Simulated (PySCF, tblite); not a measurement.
# C8H9O radical: geometry, infrared bands and EPR parameters

What infrared bands and EPR parameters should C8H9O radical (`[CH]1C=CC=C2OCC[C@H]12`) show?

Computed with tblite 0.8.0 and PySCF 2.14.0, with density-fitted response routines of our own, on a single molecule in the gas phase. Atoms count from 0, in the outputs and in this text.

## Step 1: The molecule as given

18 atoms, charge 0, multiplicity 2; geometry from: force field or distance geometry start.

Bonds of the start (Å): C0–C1 1.45, C1–C2 1.32, C2–C3 1.45, C3–C4 1.30, C4–O5 1.42, O5–C6 1.41, C6–C7 1.52, C7–C8 1.51, C8–C0 1.45, C8–C4 1.51, C0–H9 1.11, C1–H10 1.10, C2–H11 1.07, C3–H12 1.08, C6–H13 1.10, C6–H14 1.12, C7–H15 1.10, C7–H16 1.12, C8–H17 1.15.

## Step 2: Relaxing the molecule with GFN2-xTB

What the job is given:

```
{"job": {"kind": "relax", "xc": "GFN2-xTB", "basis": "xTB"}, "charge": 0, "multiplicity": 2}
C      0.656500     1.487400     0.461300
C      1.980000     1.055400     0.065600
C      2.368600    -0.172400    -0.236700
C      1.381500    -1.237900    -0.224300
C      0.161900    -0.972600     0.136000
O     -1.047400    -1.704500     0.262200
C     -2.158700    -0.861100     0.044700
C     -1.514600     0.445200    -0.375800
C     -0.308400     0.404200     0.534800
H      0.335200     2.448600     0.014600
H      2.771400     1.813800     0.038700
H      3.385800    -0.363400    -0.512700
H      1.655100    -2.257800    -0.468800
H     -2.873000    -1.265000    -0.692900
H     -2.624900    -0.697200     1.046500
H     -2.161500     1.322000    -0.235800
H     -1.231100     0.281300    -1.442800
H     -0.785200     0.280400     1.573800
```

Started as:

```console
> OMP_NUM_THREADS=1 python probes_run.py task.json out
```

This one command runs all jobs of the session in turn.

**Question.** This job is followed by: GFN2-xTB harmonic vibrations, gas phase; UKS B3LYP, pcH-1 on C H O, non-relativistic, mean-field spin-orbit, GIAO. Predict these results of the whole session: strongest single infrared mode (GFN2-xTB); zero-point energy (GFN2-xTB); g(iso) (B3LYP); ⟨S²⟩; largest a(iso); potential on the surface of density 0.002 e/bohr³, 1st and 99th percentile.

As calculated:

| quantity | value |
| --- | --- |
| strongest single infrared mode (GFN2-xTB) | 1212 cm⁻¹, 159 km/mol |
| zero-point energy (GFN2-xTB) | 91.6 kcal/mol |
| g(iso) (B3LYP) | 2.00297 |
| ⟨S²⟩ | 0.780 (exact 0.75) |
| largest a(iso) | 1H on H17, 157.2 MHz |
| potential on the surface of density 0.002 e/bohr³, 1st and 99th percentile | -1.19 V and 0.94 V |

Relaxing lowered the energy by 1.320 eV in 64 steps; the close pair that moved most is C0–C1, from 1.447 to 1.357 Å. All 48 modes are real, so the xTB geometry is a minimum. The strongest single mode, at 1212 cm⁻¹, has its largest shares on C4, H14, O5 and H17 (the list is cut at 4 atoms). Unscaled tight-binding wavenumbers are off by several per cent, some by more. Its intensities can rank the bands wrongly. The largest spin populations lie on C2 (0.53 e), C0 (0.43 e). The isotropic g lies 0.7 ppt above the free-electron value. The conformer search found further structures of the same energy, which may be mirror or relabelled copies of this one.
